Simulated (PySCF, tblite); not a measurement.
**CH8NSi2 radical: geometry, infrared bands and EPR parameters**

Aim: predict the infrared bands and EPR parameters of CH8NSi2 radical (`[CH2]N([SiH3])[SiH3]`).

Computed with tblite 0.8.0 and PySCF 2.14.0, with density-fitted response routines of our own, on a single molecule in the gas phase. Atoms are numbered from 0 throughout.

## Step 1: Starting geometry

12 atoms, charge 0, multiplicity 2; geometry from: force field or distance geometry start.

Bonds of the start (Å): C0–N1 1.47, N1–Si2 1.72, N1–Si3 1.70, C0–H4 1.08, C0–H5 1.10, Si2–H6 1.48, Si2–H7 1.49, Si2–H8 1.48, Si3–H9 1.48, Si3–H10 1.48, Si3–H11 1.50.

## Step 2: Relaxing the molecule with GFN2-xTB

Job settings and geometry (Å):

```
{"job": {"kind": "relax", "xc": "GFN2-xTB", "basis": "xTB"}, "charge": 0, "multiplicity": 2}
C     -0.143200     1.794600     0.026400
N     -0.092800     0.333200     0.179800
Si     1.331300    -0.550300     0.582900
Si    -1.228200    -0.763000    -0.451200
H      0.675400     2.434100     0.335500
H     -1.048600     2.284200    -0.364200
H      1.019100    -1.675000     1.486600
H      2.258900     0.379000     1.280900
H      1.983300    -1.026700    -0.661400
H     -2.510700    -0.044700    -0.627000
H     -0.773400    -1.266500    -1.766200
H     -1.470000    -1.899400     0.495800
```

Launch:

```
> OMP_NUM_THREADS=1 python probes_run.py task.json out
```

This one command runs all jobs of the session in turn.

The program printed:

```text
step      E/eV     max force
  0    -341.70544    3.625
  1    -341.91897    0.910
  2    -341.95371    0.540
  3    -341.99246    0.576
  4    -342.02319    0.562
  5    -342.05895    0.449
  6    -342.07184    0.291
  7    -342.08099    0.218
  8    -342.08681    0.207
  9    -342.09208    0.209
 10    -342.09711    0.165
 11    -342.10290    0.194
 12    -342.10997    0.235
 13    -342.11801    0.235
 14    -342.12485    0.174
 15    -342.12877    0.131
 16    -342.13069    0.120
 17    -342.13259    0.105
 18    -342.13524    0.145
 19    -342.13815    0.134
 20    -342.14054    0.121
 21    -342.14226    0.107
 22    -342.14383    0.128
 23    -342.14538    0.146
 24    -342.14641    0.089
 25    -342.14681    0.040
 26    -342.14699    0.031
 27    -342.14723    0.060
 28    -342.14775    0.109
 29    -342.14880    0.159
 30    -342.15049    0.172
 31    -342.15213    0.110
 32    -342.15309    0.103
 33    -342.15383    0.113
 34    -342.15503    0.142
 35    -342.15750    0.247
 36    -342.16176    0.336
 37    -342.16651    0.301
 38    -342.17131    0.139
 39    -342.17471    0.160
 40    -342.17715    0.181
 41    -342.18034    0.256
 42    -342.18544    0.205
 43    -342.19294    0.162
 44    -342.19380    0.217
 45    -342.19871    0.072
 46    -342.19952    0.071
 47    -342.20058    0.072
 48    -342.20156    0.088
 49    -342.20282    0.094
 50    -342.20487    0.094
 51    -342.20759    0.101
 52    -342.20881    0.110
 53    -342.20998    0.067
 54    -342.21037    0.051
 55    -342.21075    0.041
 56    -342.21102    0.045
 57    -342.21125    0.038
 58    -342.21149    0.044
 59    -342.21176    0.044
 60    -342.21207    0.050
 61    -342.21239    0.042
 62    -342.21261    0.031
 63    -342.21270    0.019
 64    -342.21272    0.012
 65    -342.21273    0.007
```

Run time: 0.26 s. Hardware: 1 thread of Arm Neoverse V2, shared host.

Relaxation path: (not every step is listed)

```
step  energy from step 0 (eV)  largest force (eV/Å)
   0                   0.0000                3.6253
   1                  -0.2135                0.9099
   2                  -0.2483                0.5400
   3                  -0.2870                0.5760
   4                  -0.3177                0.5624
   5                  -0.3535                0.4487
   6                  -0.3664                0.2910
   7                  -0.3755                0.2180
   8                  -0.3814                0.2072
  13                  -0.4126                0.2346
  18                  -0.4298                0.1453
  23                  -0.4399                0.1457
  28                  -0.4423                0.1087
  33                  -0.4484                0.1129
  38                  -0.4659                0.1392
  43                  -0.4875                0.1624
  48                  -0.4961                0.0877
  53                  -0.5045                0.0670
  58                  -0.5061                0.0438
  60                  -0.5066                0.0501
  61                  -0.5070                0.0415
  62                  -0.5072                0.0306
  63                  -0.5073                0.0194
  64                  -0.5073                0.0115
  65                  -0.5073                0.0073
```

Close pairs (by a distance rule), those that changed most:

| bond | before (Å) | after (Å) | change (Å) |
| --- | --- | --- | --- |
| C0–N1 | 1.470 | 1.369 | -0.102 |
| N1–Si3 | 1.700 | 1.751 | +0.051 |
| Si3–H11 | 1.499 | 1.456 | -0.043 |
| C0–H5 | 1.101 | 1.070 | -0.030 |
| N1–Si2 | 1.724 | 1.751 | +0.027 |
| Si2–H6 | 1.476 | 1.456 | -0.020 |
| Si2–H7 | 1.487 | 1.468 | -0.019 |
| Si2–H8 | 1.483 | 1.468 | -0.016 |

The next job starts from the end point, and lists it.

## Step 3: Harmonic vibrations with GFN2-xTB

Job settings and geometry (Å):

```
{"job": {"kind": "ir", "xc": "GFN2-xTB", "basis": "xTB"}, "charge": 0, "multiplicity": 2}
C      0.043181     1.494290    -0.389298
N      0.004323     0.180856    -0.006127
Si     1.430091    -0.448004     0.791576
Si    -1.463258    -0.701497    -0.370526
H      0.919204     2.079589    -0.199323
H     -0.802760     1.930259    -0.879354
H      1.138718    -1.840292     1.104500
H      1.676877     0.359108     1.992179
H      2.568630    -0.308677    -0.124045
H     -2.584742    -0.016469     0.283039
H     -1.666597    -0.679116    -1.824127
H     -1.262468    -2.050733     0.139608
```

The program printed:

```text
mode    cm-1     km/mol
  1      63.1      1.55
  2     119.3      0.00
  3     220.8     25.15
  4     237.9      0.48
  5     267.1      0.26
  6     270.1      5.68
  7     307.9      0.50
  8     539.0      4.88
  9     553.5     98.58
 10     554.4      2.64
 11     555.3      0.45
 12     646.9    122.11
 13     719.6      0.16
 14     734.1    394.92
 15     765.1    141.72
 16     797.0    271.73
 17     801.7    785.78
 18     824.1     78.69
 19     895.6    106.27
 20    1139.7    144.24
 21    1290.6     12.15
 22    1423.6      0.69
 23    2193.9     12.55
 24    2200.2    786.84
 25    2215.0    398.27
 26    2224.0     46.23
 27    2302.2     24.32
 28    2321.7    499.60
 29    3138.0     20.29
 30    3173.0     47.29
```

Wall time 0.23 s (1 thread of Arm Neoverse V2, shared host).

The strongest bands and the atoms that carry them (share of the mass-weighted mode):

| cm⁻¹ | km/mol | atoms |
| --- | --- | --- |
| 734 | 394.9 | H11 32 %, H6 30 % |
| 765 | 141.7 | H6 16 %, H11 16 %, H8 16 %, H10 15 % |
| 797 | 271.7 | H10 21 %, H8 21 %, H9 21 %, H7 21 % |
| 802 | 785.8 | H10 21 %, H9 21 %, H8 21 %, H7 21 % |
| 1140 | 144.2 | N1 38 %, H4 23 %, H5 22 %, C0 12 % |
| 2200 | 786.8 | H8 31 %, H7 29 %, H10 19 %, H9 17 % |
| 2215 | 398.3 | H9 32 %, H10 26 %, H7 21 %, H8 19 % |
| 2322 | 499.6 | H11 51 %, H6 46 % |

## Step 4: EPR parameters: B3LYP/pcH-1

Settings changed since step 3:

```diff
@@ -1,2 +1,2 @@
-{"job": {"kind": "ir", "xc": "GFN2-xTB", "basis": "xTB"}, "charge": 0, "multiplicity": 2}
+{"job": {"kind": "epr", "basis": "pcH-1"}, "charge": 0, "multiplicity": 2}
 C      0.043181     1.494290    -0.389298
```

With the program's defaults for keys left out, this is: UKS B3LYP, pcH-1 on C H N Si, non-relativistic, mean-field spin-orbit, GIAO.

The program printed:

```text
UKS, coarse grid
  cycle   1  E = -676.62656690  |g| = 2.83e-01
  cycle   2  E = -676.59557794  |g| = 3.75e-01
  cycle   3  E = -676.65492309  |g| = 7.29e-02
  cycle   4  E = -676.65684523  |g| = 2.28e-02
  cycle   5  E = -676.65707845  |g| = 8.34e-03
  cycle   6  E = -676.65711028  |g| = 1.49e-03
  cycle   7  E = -676.65711466  |g| = 4.40e-04
UKS, final grid
  cycle   1  E = -676.65710262  |g| = 3.16e-04
  cycle   2  E = -676.65710264  |g| = 3.33e-04
  cycle   3  E = -676.65710268  |g| = 8.57e-05
  cycle   4  E = -676.65710268  |g| = 3.82e-05
  cycle   5  E = -676.65710268  |g| = 1.46e-05
E = -676.65710268 Eh   <S^2> = 0.7531 (exact 0.7500)
g shifts (ppm)      1          2          3
  rmc          -149       -149       -149
  gc             -1         32         28
  oz_so          -4        730       1198
  total        -154        613       1077
hyperfine (MHz)  atom isotope    a_iso     a_fc   dipolar eigenvalues
    0   13C      70.13      70.21    -70.16    -69.19    139.34
    1   14N       1.35       1.38     -8.57     -7.92     16.49
    2  29Si       4.82       4.80     -2.83      0.99      1.84
    3  29Si       4.82       4.80     -2.83      0.99      1.84
    4    1H     -57.29     -57.30    -34.37      1.32     33.04
    5    1H     -57.25     -57.26    -34.37      1.32     33.05
    6    1H      -3.55      -3.55     -2.48     -1.39      3.87
    7    1H      10.47      10.46     -2.46     -1.92      4.38
    8    1H      10.63      10.63     -2.43     -1.91      4.34
    9    1H      10.54      10.54     -2.45     -1.92      4.36
   10    1H      10.55      10.55     -2.44     -1.91      4.35
   11    1H      -3.56      -3.56     -2.48     -1.39      3.87
```

It took 34 s on 1 thread of Arm Neoverse V2, shared host; peak memory 0.68 GiB.

Principal g values 2.00216, 2.00293, 2.00340; g(iso) = 2.00283, against 2.00232 for a free electron.

Hyperfine couplings; where a row names several nuclei, a(iso) is their mean (it holds for fast rotation or exchange) and the dipolar term the largest among them:

```csv
nuclei,isotope,a(iso) (MHz),"a(iso) (G, at g = 2.0023)",largest dipolar term (MHz)
C0,13C,70.1,25.0,139.3
"H4, H5",1H,-57.3,-20.4,-34.4
"H6, H7, H8, H9, H10, H11",1H,5.8,2.1,4.4
"Si2, Si3",29Si,4.8,1.7,-2.8
N1,14N,1.3,0.5,16.5
```

Mulliken spin populations:

```
atom  value (e)
  C0       0.90
  N1       0.11
 Si2       0.02
 Si3       0.02
  H4      -0.04
  H5      -0.04
  H6       0.00
  H7       0.01
  H8       0.01
  H9       0.01
 H10       0.01
 H11       0.00
```

In first order the couplings over 0.8 MHz of 1H, 14N give 63 distinct lines over 54.3 G, if the averaged nuclei exchange fast; the same motion can average rows kept apart here too.

The fields below are evaluated on a grid from the run's orbitals.

ELF in a plane through or near 8 of the atoms.

Ten even steps from '0' (0.00) to '9' (1.00):
```
0000000000000000000000000000
0000000000000000000000000000
0000000013320000233100000000
0000000389982001899841000000
0000003799997005999983000000
0000002799999218999983000000
0000001599998117999962000000
0000001111142102411111000000
0000012148615555168512100000
0000013327428778347333100000
0000013421267117731243100000
0000001110126886210121000000
0000000000134334310000000000
0000000027998228998200000000
0000000069999769999700000000
0000000059997337999600000000
0000000013662001664100000000
0000000000000000000000000000
0000000000000000000000000000
0000000000000000000000000000
```
The map spans 9.8 Å across and 9.4 Å up, centred on the molecule. Atoms in the plane (x, y in Å): C0 (0.0, -1.6), N1 (0.0, -0.2), Si2 (-1.6, 0.6), Si3 (1.6, 0.6), H4 (-0.9, -2.1), H5 (0.9, -2.1), H6 (-1.3, 2.0), H11 (1.3, 2.0).

On the surface of density 0.002 e/bohr³ the electrostatic potential runs, from the 1st to the 99th percentile, from -0.63 V near C0 to 1.43 V near Si3.

The spin density lies nearest to C0 53 %; N1 16 %; H4, H5 about 10 % each.

## Step 5: Outcome

| quantity | value |
| --- | --- |
| strongest single infrared mode (GFN2-xTB) | 2200 cm⁻¹, 787 km/mol |
| zero-point energy (GFN2-xTB) | 47.9 kcal/mol |
| g(iso) (B3LYP) | 2.00283 |
| ⟨S²⟩ | 0.753 (exact 0.75) |
| largest a(iso) (averaged by class) | 13C on C0, 70.1 MHz |
| potential on the surface of density 0.002 e/bohr³, 1st and 99th percentile | -0.63 V and 1.43 V |

**Reading.** The optimisation took 65 steps and gained 0.507 eV; among the close pairs (by a distance rule), C0–N1 changed most, from 1.470 to 1.369 Å. The frame itself reshapes: Si2···Si3 goes from 2.77 to 3.13 Å. All 30 modes are real, so the xTB geometry is a minimum. The strongest single mode, at 2200 cm⁻¹, is carried by H8, H7, H10, H9. GFN2-xTB is a fitted tight-binding method: band positions and strengths are rough. Its intensities can rank the bands wrongly. Most of the unpaired spin sits on C0 (0.90 e). The isotropic g lies 0.5 ppt above the free-electron value. The conformer search found further structures of the same energy, which may be mirror or relabelled copies of this one.
